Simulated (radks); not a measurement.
**Tl⁴⁺ in [Kr] 4d10 4f14 5s1.75 5p6 5d9 5f0.25: an all-electron calculation**

Wanted: eigenvalues, radial structure and energy terms of the thallium ion Tl4+.

The numbers are computed with radks (a radial shooting solver on a logarithmic mesh, Libxc functionals) version 1 (scalar-relativistic Kohn-Sham, SOGGA, spin-polarised, spherical densities, finite nucleus; open shells are filled with parallel spins first), except any that are marked as measured or tabulated.

**1. The system**

* element: thallium (Z = 81)
* charge: +4
* electrons: 77
* configuration: [Kr] 4d10 4f14 5s1.75 5p6 5d9 5f0.25
* nuclear rms radius: 5.4759 fm

**2. The run**

The run's settings:

```text
Z 81
configuration [Kr] 4d10 4f14 5s1.75 5p6 5d9 5f0.25
relativity scalar-relativistic
functional sogga,pbe
spin polarised
nucleus finite rms 5.4759 fm
c 137.035999084
```

Started as:

```console
python run_ks.py task.json out
```

All runs below come from this command, one after another.

Q: Predict the outcome of this run.

The runs gave:

```
                        quantity                   value
                    total energy     -20229.1900 hartree
exchange-correlation share of it                  1.83 %
                            −T/E                  1.1255
          highest occupied level       5f up, -19.180 eV
    most extended occupied level  5f up, <r> = 2.93 bohr
 radius at density 0.001 e/bohr³               3.22 bohr
    maxima of the radial density                       4
```

What this shows: 5 principal shells are occupied and 4 maxima appear in the radial density; where shells overlap, one shows as a shoulder or not at all. Relativity lifts −T/E to 1.126. This is not the tabulated ground configuration, so its levels and sizes aren't those of the ground state, and no measured value stands beside it.
